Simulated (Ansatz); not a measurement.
# CdSe (zincblende type): the cost of one run

Computed with Ansatz 0.2.0 (DFT LDA, with the methods named in each step, unless a step's input says otherwise).

## 1. The structure to begin with

Symmetry: F-43m, No. 216, cubic system. The conventional cell has a = 6.211 Å, b = 6.211 Å, c = 6.211 Å, α = 90.00°, β = 90.00°, γ = 90.00°. Around Cd (site symmetry -43m) lie 4 Se at 2.69 Å. Se (site symmetry -43m) is surrounded by 4 Cd at 2.69 Å.

Structure file:

```cif
data_structure
_symmetry_space_group_name_H-M 'P 1'
_symmetry_Int_Tables_number 1
_cell_length_a 4.3916
_cell_length_b 4.3916
_cell_length_c 4.3916
_cell_angle_alpha 60.000
_cell_angle_beta 60.000
_cell_angle_gamma 60.000
_cell_volume 59.89
loop_
_atom_site_label
_atom_site_type_symbol
_atom_site_fract_x
_atom_site_fract_y
_atom_site_fract_z
_atom_site_occupancy
Cd1 Cd 0.00000 0.00000 0.00000 1
Se1 Se 0.25000 0.25000 0.25000 1
```

Whether this phase is the stable one at these pressures isn't tested.

Atoms are numbered in the order of the input: Cd1, Se2.

## 2. Cell relaxed at zero pressure, PAW

input.yaml reads:

```yaml
crystal:
  lattice:
    - [0.0, 3.1053142479, 3.1053142479]
    - [3.1053142479, 0.0, 3.1053142479]
    - [3.1053142479, 3.1053142479, 0.0]
  atoms:
    - { symbol: Cd, position: [0.0, 0.0, 0.0] }
    - { symbol: Se, position: [0.25, 0.25, 0.25] }
kpoints:
  mp_grid: { grid: [11, 11, 11] }
scf:
  occupations: { method: fermi_dirac, width: 0.05 }
hamiltonian:
  xc: lda
  pseudopotentials: { kind: paw }
output:
  forces: true
  stress: true
relax:
  f_tol: 0.005
  max_steps: 40
  cell: {}
```

On the command line:

```sh
$ ansatz run input.yaml --threads 1 --pin off --max-ram 2048MiB --backend cpu --events-out ev --progress --plain --runs-dir out
```

**Question.** How long does this run take on 1 thread of Arm Neoverse V1, shared host, and how much memory does it need?

About 29 s, with a peak of 0.37 GiB.
